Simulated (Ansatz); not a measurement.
Below is the output of a Python script on Ansatz's Python interface that makes a geometry optimisation of C4H6Si, SMILES C#CC=C[SiH3]. Write a script that gives it. Level of theory: CAM-B3LYP, def2-SVP basis, multiplicity 1.

```yaml
atoms:
  - { symbol: C, position_ang: [0.5702, 2.0611, 1.4215] }
  - { symbol: C, position_ang: [0.6289, 0.9257, 1.2032] }
  - { symbol: C, position_ang: [0.7370, -0.4653, 0.9549] }
  - { symbol: C, position_ang: [0.2741, -1.1128, -0.0551] }
  - { symbol: Si, position_ang: [-0.8692, -0.4905, -1.4072] }
  - { symbol: H, position_ang: [0.4225, 3.1667, 1.5897] }
  - { symbol: H, position_ang: [1.4093, -1.0192, 1.6797] }
  - { symbol: H, position_ang: [0.4104, -2.1744, -0.1425] }
  - { symbol: H, position_ang: [-2.1082, 0.1255, -0.7886] }
  - { symbol: H, position_ang: [-0.1490, 0.5332, -2.1746] }
  - { symbol: H, position_ang: [-1.2606, -1.6070, -2.2604] }
```

Running `python opt_c4h6si.py` prints:
```text
step   1  E = -12112.086618 eV  max force 8.1830 eV/A
step   2  E = -12112.439264 eV  max force 1.2783 eV/A
step   3  E = -12112.466472 eV  max force 1.0527 eV/A
step   4  E = -12112.520740 eV  max force 0.5620 eV/A
step   5  E = -12112.528163 eV  max force 0.2302 eV/A
step   6  E = -12112.534207 eV  max force 0.1404 eV/A
step   7  E = -12112.536263 eV  max force 0.0447 eV/A
step   8  E = -12112.536509 eV  max force 0.0204 eV/A
step   9  E = -12112.536528 eV  max force 0.0039 eV/A
converged              True
free_energy_ev         -12112.53665871756
reference_energy_ev    -12112.53665871756
n_frozen               0
n_occupied             [22, 22]
n_virtual              [82, 82]
bond        before    after (A)
C0-C1        1.1577   1.2088
C0-H5        1.1280   1.0742
C1-C2        1.4171   1.4304
C2-C3        1.2859   1.3438
C2-H6        1.1332   1.0966
C3-Si4       1.8769   1.8789
C3-H7        1.0739   1.0956
Si4-H8       1.5157   1.4885
Si4-H9       1.4682   1.4886
Si4-H10      1.4587   1.4886
angle C1-C0-H5: 179.87 deg
angle C0-C1-C2: 179.99 deg
angle C1-C2-C3: 124.10 deg
angle C1-C2-H6: 115.66 deg
angle C3-C2-H6: 120.24 deg
angle C2-C3-Si4: 124.91 deg
angle C2-C3-H7: 116.50 deg
angle Si4-C3-H7: 118.59 deg
dipole moment 0.527 D
Mulliken: [('C', -0.377), ('C', 0.321), ('C', -0.025), ('C', -0.195), ('Si', 0.438), ('H', 0.026), ('H', 0.041), ('H', 0.038), ('H', -0.083), ('H', -0.083), ('H', -0.1)]
```

The script that was run (others could print the same):

The script, `opt_c4h6si.py`:
```python
# -*- coding: utf-8 -*-
import ansatz as az
import numpy as np

BASIS = "def2-SVP"
XC = "cam_b3lyp"


def main():
    geometry_ang = [
        ("C", [0.5702, 2.0611, 1.4215]),
        ("C", [0.6289, 0.9257, 1.2032]),
        ("C", [0.737, -0.4653, 0.9549]),
        ("C", [0.2741, -1.1128, -0.0551]),
        ("Si", [-0.8692, -0.4905, -1.4072]),
        ("H", [0.4225, 3.1667, 1.5897]),
        ("H", [1.4093, -1.0192, 1.6797]),
        ("H", [0.4104, -2.1744, -0.1425]),
        ("H", [-2.1082, 0.1255, -0.7886]),
        ("H", [-0.149, 0.5332, -2.1746]),
        ("H", [-1.2606, -1.607, -2.2604]),
    ]
    molecule = az.Crystal.molecule()
    for symbol, xyz in geometry_ang:
        molecule = molecule.atom(symbol, xyz)

    setup = molecule.calculation().basis(gaussian=BASIS).functional(XC)
    symbols = [site.symbol for site in molecule.cartesian_sites]
    start = np.array([site.position_ang for site in molecule.cartesian_sites], dtype=float)
    def progress(event):
        if event["event"] == "relax_step":
            row = event["data"]
            print(f"step {row['step']:3d}  E = {row['lagrangian_ev']:.6f} eV  max force {row['allowed_force_max_ev_ang']:.4f} eV/A")


    r = setup.relax(force_tolerance=0.02).session().plan().execute(on_event=progress).report
    end = np.array(r["positions_ang"])

    for key in ("converged", "free_energy_ev", "reference_energy_ev", "n_frozen", "n_occupied", "n_virtual"):
        print(f"{key:22s} {r[key]}")

    print("bond        before    after (A)")
    for i, j in [(0, 1), (0, 5), (1, 2), (2, 3), (2, 6), (3, 4), (3, 7), (4, 8), (4, 9), (4, 10)]:
        d0, d1 = (np.linalg.norm(xyz[i] - xyz[j]) for xyz in (start, end))
        print(f"{symbols[i]}{i}-{symbols[j]}{j}".ljust(10), f"{d0:8.4f} {d1:8.4f}")
    for i, j, k in [(1, 0, 5), (0, 1, 2), (1, 2, 3), (1, 2, 6), (3, 2, 6), (2, 3, 4), (2, 3, 7), (4, 3, 7)]:
        u, v = end[i] - end[j], end[k] - end[j]
        print(f"angle {symbols[i]}{i}-{symbols[j]}{j}-{symbols[k]}{k}: {np.degrees(np.arccos(np.clip(u @ v / np.linalg.norm(u) / np.linalg.norm(v), -1, 1))):.2f} deg")

    charges = r["charge_distribution"]
    print("dipole moment", round(4.803205 * float(np.linalg.norm(charges["dipole_moment_e_ang"])), 3), "D")
    print("Mulliken:", [(s, round(q, 3)) for s, q in zip(symbols, charges["mulliken_charges_e"])])
    with open("c4h6si_opt.xyz", "w") as handle:
        handle.write(f"{len(symbols)}\nrelaxed C4H6Si\n")
        handle.writelines(f"{s:2s} {x:11.6f} {y:11.6f} {z:11.6f}\n" for s, (x, y, z) in zip(symbols, end))


if __name__ == "__main__":
    main()
```

Total energies depend on the basis set; only differences at equal settings carry meaning. The end point is the stationary point reached from this start; no frequency run checks that it is a minimum, and the basis set is modest. The whole script took 44 s on 1 thread of Arm Neoverse V2 (shared host), peak memory 0.33 GiB.

(A comment or docstring line of the script was reworded after the run, the code is as it ran; lines on the test bed's own set-up are left out of the output.)
